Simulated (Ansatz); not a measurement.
# CH₄ClF₂NOW: a ladder of functionals and wavefunction methods

One table from this session's results is given with a row withheld; the runs are named, their logs left out.

The runs use Ansatz 0.2.0, Gaussian basis; functionals in def2-TZVPP, the program's frozen cores in correlated methods.

The runs, in order: LDA (SPW92), PBE-D4, revPBE-D4, BLYP-D4, r2SCAN-D4, B97M-V, PBE0-D4, B3LYP-D4, r2SCANh-D4, r2SCAN0-D4, HSE06-D4, BHLYP-D4, CAM-B3LYP-D4, LC-ωPBE, ωB97X-V, ωB97M-V, B2PLYP, PBE-QIDH; CCSD(T)/def2-SVP; MP2/def2-TZVPP; MP2/def2-QZVPP; RPA on PBE.

**The relaxed structure**

An earlier PBE0-D4 in a triple-zeta def2 set relaxation fixed the geometry. W takes the def2 core potential; no spin-orbit term is included.

SMILES `C[N]=[W]([OH])([F])([F])[Cl]`, 11 atoms, charge 0, spin multiplicity 1.

Atoms are counted from 1 here; the program's logs count them from 0.

Bond lengths: C1–N2 1.407 Å, C1–H8 1.095 Å, C1–H9 1.096 Å, C1–H10 1.095 Å, N2–W3 1.744 Å, W3–O4 1.863 Å, W3–F5 1.855 Å, W3–F6 1.919 Å, W3–Cl7 2.285 Å, O4–H11 0.962 Å. Angles: N2–C1–H8 110.8°, N2–C1–H9 109.7°, N2–C1–H10 111.0°, H8–C1–H9 108.6°, H8–C1–H10 108.5°, H9–C1–H10 108.3°, C1–N2–W3 172.0°, N2–W3–O4 98.4°, N2–W3–F5 94.8°, N2–W3–F6 174.5°, N2–W3–Cl7 91.8°, O4–W3–F5 117.9°, O4–W3–F6 86.9°, O4–W3–Cl7 115.5°, F5–W3–F6 83.8°, F5–W3–Cl7 124.4°, F6–W3–Cl7 84.6°, W3–O4–H11 117.9°.

The first run:

Contents of in.yaml:

```yaml
crystal:
  periodic: [false, false, false]
  atoms:
    - {symbol: C, position_ang: [0.962256, -1.566725, -0.607140]}
    - {symbol: N, position_ang: [0.237172, -0.410672, -0.264202]}
    - {symbol: W, position_ang: [-0.449121, 1.137613, 0.151892]}
    - {symbol: O, position_ang: [-1.808775, 0.539307, 1.276754]}
    - {symbol: F, position_ang: [-0.897618, 1.583487, -1.592056]}
    - {symbol: F, position_ang: [-1.050646, 2.917454, 0.542350]}
    - {symbol: Cl, position_ang: [1.476732, 1.789813, 1.195006]}
    - {symbol: H, position_ang: [0.998924, -1.693531, -1.694062]}
    - {symbol: H, position_ang: [1.988704, -1.484604, -0.230676]}
    - {symbol: H, position_ang: [0.506016, -2.460399, -0.167963]}
    - {symbol: H, position_ang: [-1.898045, -0.408642, 1.410598]}
basis:
  gaussian: {orbitals: def2-TZVPP}
hamiltonian: {xc: lda}
output: {orbitals: {seedname: orbitals}}
```

The run is started by

```console
$ ansatz run in.yaml --threads 4 --pin off --events-out ev --progress --plain --max-ram 11315MiB
```

Steps of the session up to this table: LDA; PBE-D4 (GGA); revPBE-D4 (GGA); BLYP-D4 (GGA); r2SCAN-D4 (meta-GGA); B97M-V (meta-GGA); B3LYP-D4 (hybrid); r2SCANh-D4 (hybrid); r2SCAN0-D4 (hybrid); HSE06-D4 (hybrid); BHLYP-D4 (hybrid); CAM-B3LYP-D4 (range-separated); LC-ωPBE (range-separated); ωB97X-V (range-separated); ωB97M-V (range-separated); B2PLYP (double hybrid); PBE-QIDH (double hybrid).

One table of the session follows, with a row left open; its other results are not shown here.

It belongs to the step «Frontier levels by functional». 

```
  functional  HOMO (eV)  LUMO (eV)  gap (eV)
 LDA (SPW92)      -7.08      -3.05      4.03
      PBE-D4      -6.90      -2.82      4.09
   revPBE-D4      -6.84      -2.72      4.11
     BLYP-D4      -6.77      -2.73      4.04
   r2SCAN-D4          ?          ?         ?
      B97M-V      -7.29      -2.74      4.55
     PBE0-D4      -8.29      -2.07      6.22
    B3LYP-D4      -8.05      -2.31      5.74
  r2SCANh-D4      -7.73      -2.48      5.25
  r2SCAN0-D4      -8.50      -2.04      6.46
    HSE06-D4      -7.89      -2.45      5.44
    BHLYP-D4      -9.55      -1.20      8.35
CAM-B3LYP-D4      -9.65      -1.03      8.62
     LC-ωPBE     -10.98       0.13     11.11
     ωB97X-V     -10.63       0.06     10.69
     ωB97M-V     -10.52       0.02     10.54
```

**Question.** Estimate the row for r2SCAN-D4.

Worked estimate for «HOMO (eV)». Against the share of exact exchange, r2SCANh-D4 (0.1, -7.73), r2SCAN0-D4 (0.25, -8.50) give a slope of -5.13 per unit share; at 0 the line stands at -7.22.

As computed: HOMO (eV): -7.22; LUMO (eV): -2.77; gap (eV): 4.45. In «HOMO (eV)» the line misses by 0.00.
